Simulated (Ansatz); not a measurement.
# (F)2Al-NH-SiH3 (AlF2H4NSi): geometry, orbitals and charge

Aim: characterise (F)2Al-NH-SiH3 (AlF2H4NSi) as a singlet: its structure, frontier levels and distribution of charge.

Computed with Ansatz 0.2.0, Gaussian basis. Level: RKS PBE0-D4/def2-TZVP.

The runs, in order: relaxation at PBE-D4/def2-SVP; a search for the lowest solution at PBE0-D4/def2-SVP; a single point at PBE0-D4/def2-TZVP.

### Step 1. The starting structure

9 atoms, charge 0, spin multiplicity 1.

Atoms are counted from 1 here; the program's logs count them from 0.

Bond lengths: Al1–F2 1.643 Å, Al1–F3 1.646 Å, Al1–N4 1.779 Å, N4–Si5 1.751 Å, N4–H6 1.011 Å, Si5–H7 1.468 Å, Si5–H8 1.468 Å, Si5–H9 1.459 Å. Angles: F2–Al1–F3 116.6°, F2–Al1–N4 122.0°, F3–Al1–N4 121.4°, Al1–N4–Si5 131.6°, Al1–N4–H6 114.2°, Si5–N4–H6 114.1°, N4–Si5–H7 106.5°, N4–Si5–H8 108.4°, N4–Si5–H9 106.8°, H7–Si5–H8 110.0°, H7–Si5–H9 112.7°, H8–Si5–H9 112.0°.

The start is a GFN2-xTB geometry.

### Step 2. Optimising with PBE-D4/def2-SVP

The input, in.yaml:

```yaml
crystal:
  periodic: [false, false, false]
  atoms:
    - {symbol: Al, position_ang: [-1.247740, -0.896160, -0.851280]}
    - {symbol: F, position_ang: [-2.306670, 0.283510, -1.283480]}
    - {symbol: F, position_ang: [-1.638840, -2.433370, -1.290720]}
    - {symbol: N, position_ang: [0.250030, -0.539540, 0.040780]}
    - {symbol: Si, position_ang: [0.904990, 0.961060, 0.661830]}
    - {symbol: H, position_ang: [0.801510, -1.356420, 0.267030]}
    - {symbol: H, position_ang: [2.305240, 1.017830, 0.225920]}
    - {symbol: H, position_ang: [0.835360, 0.925330, 2.128190]}
    - {symbol: H, position_ang: [0.096120, 2.037770, 0.101720]}
basis:
  gaussian: {orbitals: def2-SVP}
hamiltonian: {xc: pbe, dispersion: d4}
scf: {omitted_lower_state_checks: [starts]}
output: {orbitals: {seedname: orbitals}}
relax: {f_tol: 0.02, max_steps: 100}
```

Run with:

```sh
$ ansatz run in.yaml --threads 4 --pin off --events-out ev --progress --plain --max-ram 3916MiB
```

After this run come: Searching for the lowest solution, PBE0-D4/def2-SVP; Single point, PBE0-D4/def2-TZVP.

Q: Predict the results of all the runs planned. Wanted: point group; commonest bond, hydrogen aside; HOMO, LUMO at PBE0-D4/def2-TZVP; dipole at PBE-D4/def2-SVP.

**Answer**, as computed:

| quantity | value |
| --- | --- |
| point group | Cs |
| commonest bond, hydrogen aside | Al–F, 2 of mean length 1.667 Å |
| HOMO, LUMO at PBE0-D4/def2-TZVP | -8.11, -1.09 eV |
| dipole at PBE-D4/def2-SVP | 1.91 D |

What this shows: The molecule keeps its bonding pattern by the stored test; the atoms moved 0.11 Å (rms). No usable vibrations, so a minimum isn't proven. The HOMO lies nearest to N4 58 %; H7, H8 about 13 % each and the LUMO to Al1 37 %; F2, F3 about 15 % each. The point group is read from a loosely relaxed geometry; soft torsions can leave it below the true symmetry.
